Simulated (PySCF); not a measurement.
NMgFH2, in a box:

```
N Mg F H
1.0
    13.00000    0.00000    0.00000
     0.00000   13.00000    0.00000
     0.00000    0.00000   11.00000
N Mg F H
1 1 1 2
Direct
  0.44013 0.56568 0.49172
  0.53387 0.46180 0.53345
  0.62158 0.36462 0.57247
  0.44023 0.63862 0.52298
  0.38042 0.55898 0.43371
```

Base run:

| Item | Value |
| --- | --- |
| Program | PySCF 2.14.0 |
| Functional | TPSSh |
| Dispersion | D3 |
| Potentials or basis | def2-svp (all-electron) |
| k mesh | 1 × 1 × 1 |
| Occupations | fixed |
| Spin | no spin polarisation |

Its results: gap between the frontier levels 4.34 eV.

The run is repeated on the same cell with these changes: functional from TPSSh to MN15-L. What comes out?

Gap between the frontier levels 3.87 eV.

Caveats: this is a molecule in a periodic box at the Γ point, so its band gap is the HOMO-LUMO gap; the basis of atomic orbitals isn't converged, which shifts pressures, moduli and gaps.

